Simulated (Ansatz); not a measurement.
# Mo11P9: the cost of one run

All numbers below are computed with Ansatz 0.2.0 (DFT PBE, scalar-relativistic, plane waves, PAW).

**1. The system as given**

The cell holds 20 atoms (Mo11P9): a = 6.098 Å, b = 6.724 Å, c = 6.751 Å, α = 87.12°, β = 86.81°, γ = 91.49°.

It is the last frame of an earlier stage of the same melt, run at 2070 K.

Structure file:

```cif
data_structure
_symmetry_space_group_name_H-M 'P 1'
_symmetry_Int_Tables_number 1
_cell_length_a 6.0983
_cell_length_b 6.7243
_cell_length_c 6.7509
_cell_angle_alpha 87.122
_cell_angle_beta 86.815
_cell_angle_gamma 91.487
_cell_volume 275.94
loop_
_atom_site_label
_atom_site_type_symbol
_atom_site_fract_x
_atom_site_fract_y
_atom_site_fract_z
_atom_site_occupancy
Mo1 Mo 0.71804 0.84181 0.15812 1
Mo2 Mo 0.62138 0.45767 0.90343 1
Mo3 Mo 0.31271 0.60618 0.19170 1
Mo4 Mo 0.58408 0.21453 0.28552 1
Mo5 Mo 0.07456 0.30345 0.35312 1
Mo6 Mo 0.18705 0.97647 0.09731 1
Mo7 Mo 0.39164 0.90656 0.47971 1
Mo8 Mo 0.49700 0.11928 0.86589 1
Mo9 Mo 0.06291 0.26527 0.77847 1
Mo10 Mo 0.62575 0.63999 0.49019 1
Mo11 Mo 0.88670 0.97515 0.52107 1
P1 P 0.27738 0.32550 0.03286 1
P2 P 0.31116 0.45029 0.57843 1
P3 P 0.15031 0.93547 0.76527 1
P4 P 0.87830 0.16250 0.09621 1
P5 P 0.01332 0.69596 0.36593 1
P6 P 0.81743 0.50887 0.21959 1
P7 P 0.03226 0.71423 0.94906 1
P8 P 0.69450 0.80053 0.80866 1
P9 P 0.74808 0.30676 0.61129 1
```

**2. Langevin stage at 1150 K**

One k point, a Fermi-Dirac width of 0.099 eV and a fixed cell.

Contents of input.yaml:

```yaml
crystal:
  lattice:
    - [6.095045, -0.085385, 0.179264]
    - [-0.085385, 6.721635, 0.170394]
    - [0.179264, 0.170394, 6.746369]
  atoms:
    - { symbol: Mo, position: [0.7180389834, 0.8418139296, 0.1581237996] }
    - { symbol: Mo, position: [0.6213809381, 0.4576650098, 0.9034284759] }
    - { symbol: Mo, position: [0.3127061481, 0.6061844303, 0.1916957415] }
    - { symbol: Mo, position: [0.5840758254, 0.2145336116, 0.2855237046] }
    - { symbol: Mo, position: [0.0745621294, 0.3034509001, 0.3531184547] }
    - { symbol: Mo, position: [0.187050988, 0.9764678735, 0.0973050003] }
    - { symbol: Mo, position: [0.3916392846, 0.9065589736, 0.4797091363] }
    - { symbol: Mo, position: [0.4969996196, 0.1192780935, 0.8658923676] }
    - { symbol: Mo, position: [0.062909072, 0.2652718027, 0.7784743053] }
    - { symbol: Mo, position: [0.6257521731, 0.6399858474, 0.4901935408] }
    - { symbol: Mo, position: [0.8867012001, 0.9751519867, 0.5210660518] }
    - { symbol: P, position: [0.2773786091, 0.3255032881, 0.032857095] }
    - { symbol: P, position: [0.3111584811, 0.4502942735, 0.5784269083] }
    - { symbol: P, position: [0.1503105769, 0.9354691646, 0.7652738139] }
    - { symbol: P, position: [0.8782976949, 0.1624987237, 0.09621172] }
    - { symbol: P, position: [0.0133233629, 0.6959597614, 0.3659337254] }
    - { symbol: P, position: [0.8174349057, 0.5088662878, 0.2195854987] }
    - { symbol: P, position: [0.0322624178, 0.7142293256, 0.9490550227] }
    - { symbol: P, position: [0.6945027007, 0.8005262145, 0.8086574777] }
    - { symbol: P, position: [0.7480819442, 0.3067556316, 0.6112915809] }
  symmetry: { detect: false }
basis:
  ecutwfc: 420
  xc_grid: 1
kpoints:
  mp_grid: { grid: [1, 1, 1], shift: [0.25, 0.25, 0.25] }
hamiltonian:
  xc: pbe
scf:
  occupations: { method: fermi_dirac, width: 0.0991 }
  lower_state_search: "off"
  convergence: { dr2_threshold: 1.0e-05 }
output:
  forces: true
  stress: true
md:
  timestep: 3.0
  n_steps: 146
  ensemble: nvt_langevin
  friction: 0.015
  temperature: 1150.0
  initial_velocities: maxwell_boltzmann
  seed: 647
```

Started as:

```console
> ansatz run input.yaml --threads 2 --pin off --max-ram 5120MiB --backend cpu --events-out ev --progress --plain --runs-dir out
```

What time and memory should one allow on 2 threads of Intel Xeon at 2.70GHz, shared host?

About 5.3 min, with a peak of 0.52 GiB.
